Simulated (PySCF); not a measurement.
CFH3, in a box:

```
C F H
1.0
    12.00000    0.00000    0.00000
     0.00000   11.00000    0.00000
     0.00000    0.00000   11.00000
C F H
1 1 3
Direct
  0.48955 0.50101 0.49386
  0.58495 0.43343 0.47782
  0.41722 0.44103 0.48788
  0.48504 0.57039 0.42297
  0.49212 0.54425 0.58321
```

Base run:

```yaml
Program: PySCF 2.14.0
Functional: M06
Dispersion: D3
Potentials_or_basis: cc-pvdz (all-electron)
k_mesh: 1 × 1 × 1
Occupations: fixed
Spin: no spin polarisation
```

Its results: gap between the frontier levels 11.66 eV.

After a change of settings the same cell gave: gap between the frontier levels 10.21 eV. Which change was it?
A. functional from M06 to M06-L
B. functional from M06 to TM; dispersion from D3 to none
C. functional from M06 to TASK; dispersion from D3 to none

A.

Caveats: this is a molecule in a periodic box at the Γ point, so its band gap is the HOMO-LUMO gap; the basis of atomic orbitals isn't converged, which shifts pressures, moduli and gaps.

Not every run made on this cell is shown here.
